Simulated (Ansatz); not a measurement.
# CBrClFI: a ladder of functionals and wavefunction methods

One table from this session's results is given with a row withheld; the runs are named, their logs left out.

Computed with Ansatz 0.2.0, Gaussian basis. Level: functionals in def2-TZVPP, the program's frozen cores in correlated methods.

Plan: LDA (SPW92), PBE-D4, revPBE-D4, BLYP-D4, r2SCAN-D4, B97M-V, PBE0-D4, B3LYP-D4, r2SCANh-D4, r2SCAN0-D4, HSE06-D4, BHLYP-D4, CAM-B3LYP-D4, LC-ωPBE, ωB97X-V, ωB97M-V, B2PLYP, PBE-QIDH; CCSD(T)/def2-SVP; CCSD(T)/def2-TZVPP; MP2/def2-QZVPP; extrapolation to the limit; RPA on PBE.

### Structure used throughout

All runs share one geometry, relaxed beforehand with PBE0-D4 in a triple-zeta def2 set. I takes the def2 core potential; no spin-orbit term is included.

5 atoms, charge 0, spin multiplicity 1.

Atoms are counted from 1 here; the program's logs count them from 0.

Bond lengths: F1–C2 1.334 Å, C2–Cl3 1.753 Å, C2–Br4 1.937 Å, C2–I5 2.155 Å. Angles: F1–C2–Cl3 108.7°, F1–C2–Br4 108.1°, F1–C2–I5 108.2°, Cl3–C2–Br4 110.4°, Cl3–C2–I5 110.8°, Br4–C2–I5 110.6°.

The first run:

The input, in.yaml:

```yaml
crystal:
  periodic: [false, false, false]
  atoms:
    - {symbol: F, position_ang: [1.269683, -0.586140, -0.393398]}
    - {symbol: C, position_ang: [0.084230, -0.110154, -0.009892]}
    - {symbol: Cl, position_ang: [-0.401499, -0.928497, 1.462325]}
    - {symbol: Br, position_ang: [-1.190909, -0.457321, -1.426208]}
    - {symbol: I, position_ang: [0.288294, 2.008413, 0.325872]}
basis:
  gaussian: {orbitals: def2-TZVPP}
hamiltonian: {xc: lda}
output: {orbitals: {seedname: orbitals}}
```

Started as:

```console
$ ansatz run in.yaml --threads 4 --pin off --events-out ev --progress --plain --max-ram 10444MiB
```

Among the steps run: LDA; PBE-D4 (GGA); revPBE-D4 (GGA); BLYP-D4 (GGA); r2SCAN-D4 (meta-GGA); B97M-V (meta-GGA); PBE0-D4 (hybrid); B3LYP-D4 (hybrid); r2SCANh-D4 (hybrid); r2SCAN0-D4 (hybrid); HSE06-D4 (hybrid); BHLYP-D4 (hybrid); CAM-B3LYP-D4 (range-separated); LC-ωPBE (range-separated); ωB97X-V (range-separated); ωB97M-V (range-separated); B2PLYP (double hybrid); PBE-QIDH (double hybrid).

One table of the session follows, with a row left open; its other results are not shown here.

It belongs to the step «Frontier levels by functional». 

```
  functional  HOMO (eV)  LUMO (eV)  gap (eV)
 LDA (SPW92)      -6.83      -3.52      3.31
      PBE-D4      -6.66      -3.31      3.34
   revPBE-D4      -6.60      -3.23      3.37
     BLYP-D4      -6.48      -3.21      3.28
   r2SCAN-D4      -6.98      -3.28      3.71
      B97M-V      -7.02      -3.15      3.87
     PBE0-D4      -7.88      -2.46      5.41
    B3LYP-D4      -7.62      -2.69      4.93
  r2SCANh-D4      -7.42      -2.95      4.47
  r2SCAN0-D4      -8.08      -2.45      5.63
    HSE06-D4      -7.48      -2.84      4.64
    BHLYP-D4      -8.92      -1.51      7.41
CAM-B3LYP-D4          ?          ?         ?
     LC-ωPBE     -10.54      -0.17     10.36
     ωB97X-V     -10.18      -0.31      9.87
     ωB97M-V     -10.04      -0.41      9.62
```

Q: Estimate the row for CAM-B3LYP-D4 from the others.

**Answer.** HOMO (eV): -9.16; LUMO (eV): -1.37; gap (eV): 7.79. In the column «HOMO (eV)» it lies between ωB97M-V (-10.04) and BHLYP-D4 (-8.92).
